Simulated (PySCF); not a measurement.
# W3 (W3+): the cost of one run

The runs use PySCF 2.14.0; TPSS, W def2-SVP with ECP60; scalar-relativistic core potentials, no spin–orbit coupling.

3 further runs of the same task are left out: 2 for a known fault of the program, 1 set aside as unsound or not needed.

### Step 1. The starting structure

3 atoms, charge 1, spin multiplicity 2.

Bond lengths: W1–W2 2.399 Å, W1–W3 2.399 Å, W2–W3 2.399 Å. Angles: W2–W1–W3 60.0°, W1–W2–W3 60.0°, W1–W3–W2 60.0°.

Coordinates:

```xyz
3
W3
W     1.3848    0.0000    0.0000
W    -0.6924    1.1993    0.0000
W    -0.6924   -1.1993    0.0000
```

### Step 2. SCF at the start, doublet

Contents of run.py (the lines that set the calculation):

```python
mol = gto.M(atom='''
W      1.38480     0.00000     0.00000
W     -0.69240     1.19930     0.00000
W     -0.69240    -1.19930     0.00000''',
    basis={'W': 'def2-SVP'},
    ecp={'W': 'def2-SVP'},
    charge=1, spin=1)
mf = dft.UKS(mol, xc='TPSS')
mf.grids.atom_grid = (50, 194)
mf = mf.density_fit()  # fitting sets: W def2-universal-JKFIT
mf.conv_tol = 1e-08; mf.max_cycle = 55
mf.kernel(dm0)  # dm0: free metal ions and neutral atoms
```

Run with:

```
OMP_NUM_THREADS=2 python run.py
```

**Question.** How long does this run take on 2 threads of Intel Xeon Platinum 8488C (Sapphire Rapids), shared host, and how much memory does it need?

About 61 s, with a peak of 0.45 GiB.
